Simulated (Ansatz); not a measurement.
**B₂ClH₆NSi: a ladder of functionals and wavefunction methods**

An exercise on one series of results from a longer session: the logs are not shown, and one member is left open.

Program: Ansatz 0.2.0, Gaussian basis. Level of theory: functionals in def2-TZVPP, the program's frozen cores in correlated methods. These are calculated values, not measurements.

Levels to be run: PBE-D4, r2SCAN-D4, PBE0-D4, B3LYP-D4, ωB97X-V, ωB97M-V, B2PLYP; CCSD(T)/def2-TZVPP; MP2/def2-QZVPP; extrapolation to the limit.

### The geometry

All runs share one geometry, relaxed beforehand with PBE0-D4 in a triple-zeta def2 set.

SMILES `B[SiH](Cl)BN`, 11 atoms, charge 0, spin multiplicity 1.

Atoms are counted from 1 here; the program's logs count them from 0.

Bond lengths: B1–Si2 1.995 Å, B1–H6 1.194 Å, B1–H7 1.197 Å, Si2–Cl3 2.093 Å, Si2–B4 2.021 Å, Si2–H8 1.492 Å, B4–N5 1.380 Å, B4–H9 1.198 Å, N5–H10 1.007 Å, N5–H11 1.009 Å. Angles: Si2–B1–H6 123.4°, Si2–B1–H7 118.4°, H6–B1–H7 118.1°, B1–Si2–Cl3 112.2°, B1–Si2–B4 111.4°, B1–Si2–H8 109.2°, Cl3–Si2–B4 107.0°, Cl3–Si2–H8 106.1°, B4–Si2–H8 110.8°, Si2–B4–N5 118.0°, Si2–B4–H9 122.4°, N5–B4–H9 119.6°, B4–N5–H10 123.6°, B4–N5–H11 122.4°, H10–N5–H11 114.0°.

Set-up of the first run:

Input file in.yaml:

```yaml
crystal:
  periodic: [false, false, false]
  atoms:
    - {symbol: B, position_ang: [-0.204234, 1.852951, 1.269719]}
    - {symbol: Si, position_ang: [-0.540789, -0.055267, 0.796505]}
    - {symbol: Cl, position_ang: [0.659408, -1.367298, 1.900962]}
    - {symbol: B, position_ang: [-0.162074, -0.409436, -1.156870]}
    - {symbol: N, position_ang: [0.821074, -1.326367, -1.470217]}
    - {symbol: H, position_ang: [0.714357, 2.211629, 1.943540]}
    - {symbol: H, position_ang: [-0.931700, 2.688611, 0.815541]}
    - {symbol: H, position_ang: [-1.952247, -0.402016, 1.134641]}
    - {symbol: H, position_ang: [-0.751667, 0.148777, -2.037207]}
    - {symbol: H, position_ang: [1.074663, -1.572083, -2.413489]}
    - {symbol: H, position_ang: [1.338708, -1.826403, -0.762623]}
basis:
  gaussian: {orbitals: def2-TZVPP}
hamiltonian: {xc: pbe, dispersion: d4}
output: {forces: true, orbitals: {seedname: orbitals}}
```

Run with:

```console
$ ansatz run in.yaml --threads 4 --pin off --events-out ev --progress --plain --max-ram 10444MiB
```

Among the steps run: PBE-D4 (GGA); r2SCAN-D4 (meta-GGA); PBE0-D4 (hybrid); B3LYP-D4 (hybrid); ωB97X-V (range-separated); ωB97M-V (range-separated); B2PLYP (double hybrid); CCSD(T) in def2-TZVPP; MP2 in def2-QZVPP.

One table of the session follows, with a row left open; its other results are not shown here.

```
            method  atomisation energy (kcal/mol)
            PBE-D4                          906.4
         r2SCAN-D4                          898.2
           PBE0-D4                          896.2
          B3LYP-D4                          897.2
           ωB97X-V                          899.3
           ωB97M-V                          898.4
            B2PLYP                              ?
     HF/def2-TZVPP                          673.0
    MP2/def2-TZVPP                          876.3
   CCSD/def2-TZVPP                          853.8
CCSD(T)/def2-TZVPP                          865.3
           MP2/CBS                          900.0
       CCSD(T)/CBS                          889.0
```

Estimate the missing values for B2PLYP.

**Answer.** atomisation energy (kcal/mol): 884.2. In the column «atomisation energy (kcal/mol)» it lies between MP2/def2-TZVPP (876.3) and CCSD(T)/CBS (889.0).

To keep in mind: Free atoms (2 B, 1 Si, 1 Cl, 1 N, 6 H) were run apart at each level; the atomisation energy is their sum less the molecule, without zero-point or spin-orbit terms.
